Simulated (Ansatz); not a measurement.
Task: a single point of SrSbO3, space group Pm-3m, with Ansatz 0.2.0, Python API. Give the script and its output. Settings: r2SCAN, PAW, cutoff 612 eV, 6×6×6 k-points, Methfessel-Paxton smearing of 0.1 eV.

```xyz
5
Lattice="4.2087 0.0000 0.0000 0.0000 4.2087 0.0000 0.0000 0.0000 4.2087" Properties=species:S:1:pos:R:3 pbc="T T T"
Sr    0.0000    0.0000    0.0000
Sb    2.1043    2.1043    2.1043
O     2.1043    2.1043    0.0000
O     2.1043    0.0000    2.1043
O     0.0000    2.1043    2.1043
```

The script, `scf_srsbo3.py`:
```python
'''Single point of SrSbO3.'''

from dataclasses import dataclass

import ansatz as az
import numpy as np
from pymatgen.core import Structure


@dataclass
class Settings:
    kmesh: tuple[int, ...] = (6, 6, 6)
    xc: str = 'r2scan'
    occupations: str = 'Methfessel-Paxton'
    smearing_width: float = 0.1


cfg = Settings()


def main() -> None:
    lattice = az.Lattice.of(
        (4.20867, 0.0, 0.0),
        (0.0, 4.20867, 0.0),
        (0.0, 0.0, 4.20867),
    )
    sites = [
        ('Sr', (0.0, 0.0, 0.0)),
        ('Sb', (0.5, 0.5, 0.5)),
        ('O', (0.5, 0.5, 0.0)),
        ('O', (0.5, 0.0, 0.5)),
        ('O', (0.0, 0.5, 0.5)),
    ]
    system = az.Crystal(lattice=lattice)
    for symbol, position in sites:
        system = system.atom(symbol, position)

    # settings of the run
    model = system.calculation()
    model = model.pseudopotentials('paw')
    model = model.basis(45 * az.Ry).kpoints(mesh=cfg.kmesh, center='gamma')
    model = model.functional(cfg.xc).occupations(cfg.occupations, width=cfg.smearing_width)
    model = model.compute(potential=True)
    result = model.run()
    r = result.report

    print(f'free energy      {r["free_energy_ev"]:.5f} eV')
    print(f'per atom         {r["free_energy_ev"] / len(result.lattice.sites):.5f} eV')
    print(f'SCF iterations   {r["n_iterations"]}  (converged: {r["converged"]})')

    v = result.potential()
    line = v.v_es_ev.mean(axis=(0, 1))
    print('planar mean of the electrostatic potential along the third grid axis (eV):')
    print(np.round(line[:: max(len(line) // 12, 1)], 3))

    print(model.to_yaml())

    used = r['setup']
    print('cutoffs (eV):', used['ecut_ev'], used['ecutrho_ev'], ' FFT grid:', used['fft_dense'])
    print('cell volume {:.3f} A^3, {} symmetry operations'.format(used['cell_volume_ang3'], used['n_sym_ops']))

    final = Structure(result.lattice.cell_ang, [s.symbol for s in result.lattice.sites], [s.position_frac for s in result.lattice.sites])
    # count neighbours out to a fixed multiple of the shortest distance
    for index, (site, neighbours) in enumerate(zip(final, final.get_all_neighbors(5.5))):
        first = min(n.nn_distance for n in neighbours)
        shell = [n for n in neighbours if n.nn_distance < 1.2 * first]
        mean = sum(n.nn_distance for n in shell) / len(shell)
        print(f'atom {index} {site.specie.symbol}: {len(shell)} neighbours within 1.2 of the shortest distance, mean {mean:.3f} A')


if __name__ == '__main__':
    main()
```

Output of `python scf_srsbo3.py`:
```text
free energy      -11762.63017 eV
per atom         -2352.52603 eV
SCF iterations   7  (converged: True)
planar mean of the electrostatic potential along the third grid axis (eV):
[-4.613  0.02   7.615  9.493  7.692  2.413 -0.355  2.413  7.692  9.493
  7.615  0.02 ]
crystal:
  lattice:
    - [4.20867, 0.0, 0.0]
    - [0.0, 4.20867, 0.0]
    - [0.0, 0.0, 4.20867]
  atoms:
    - { symbol: Sr, position: [0.0, 0.0, 0.0] }
    - { symbol: Sb, position: [0.5, 0.5, 0.5] }
    - { symbol: O, position: [0.5, 0.5, 0.0] }
    - { symbol: O, position: [0.5, 0.0, 0.5] }
    - { symbol: O, position: [0.0, 0.5, 0.5] }
basis:
  ecutwfc: 612.25619053473
kpoints:
  mp_grid:
    grid: [6, 6, 6]
    shift: [0.0, 0.0, 0.0]
hamiltonian:
  xc: r2scan
  pseudopotentials:
    kind: paw
scf:
  occupations:
    method: methfessel_paxton
    width: 0.1
output:
  write_potential: true

cutoffs (eV): 612.25619053473 2449.02476213892  FFT grid: [36, 36, 36]
cell volume 74.548 A^3, 48 symmetry operations
atom 0 Sr: 12 neighbours within 1.2 of the shortest distance, mean 2.976 A
atom 1 Sb: 6 neighbours within 1.2 of the shortest distance, mean 2.104 A
atom 2 O: 2 neighbours within 1.2 of the shortest distance, mean 2.104 A
atom 3 O: 2 neighbours within 1.2 of the shortest distance, mean 2.104 A
atom 4 O: 2 neighbours within 1.2 of the shortest distance, mean 2.104 A
```

What to keep in mind:
- Absolute energies stand on the zero of these potentials, so only differences at equal settings mean something.
- The cell holds an odd number of electrons and is run without spin, so a magnetic state may lie lower.
- The mesh is modest for a metal, so energies can be off by several to tens of meV an atom and pressures by half a GPa or more; differences at equal mesh fare better.
- This cell is a computed structure, which may not be the phase found in nature.
- Hardware and time: 7.6 s on 1 thread of Arm Neoverse V2, on a shared host, peak memory 0.58 GiB.

(Lines on the test bed's own set-up are left out of the output.)
